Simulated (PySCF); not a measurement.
# C5H4O2 (Pyranone): the cost of one run

Computed with PySCF 2.14.0 and routines of our own; the level stands in each step. Atoms count from 0.

### Step 1. The starting structure

11 atoms, charge 0, multiplicity 1; geometry from: GFN2-xTB.

### Step 2. Optimising the geometry at CAM-B3LYP/def2-SVP

The job: settings as JSON, then the geometry in Å.

```
{"job": {"xc": "CAM-B3LYP", "basis": "def2-SVP", "grid": 1, "kind": "geom"}, "charge": 0, "multiplicity": 1}
O     -0.981913     2.266615     0.139119
C     -0.498809     1.152209     0.069454
C     -1.288804    -0.080251     0.017579
C     -0.694807    -1.279276    -0.060251
O      0.634546    -1.462539    -0.094219
C      1.409939    -0.367730    -0.048305
C      0.940975     0.885557     0.027753
H     -2.362672     0.002528     0.042914
H     -1.228793    -2.218735    -0.101501
H      2.460796    -0.621131    -0.079364
H      1.614966     1.725422     0.060857
```

Started as:

```bash
$ OMP_NUM_THREADS=1 python excited_run.py task.json out
```

One launch serves the whole session: the jobs run in the order shown.

Q: Estimate the wall time and peak memory of this first job on 1 thread of Intel Xeon Platinum 8375C at 2.90GHz, shared host.

About 22 s, with a peak of 0.62 GiB.
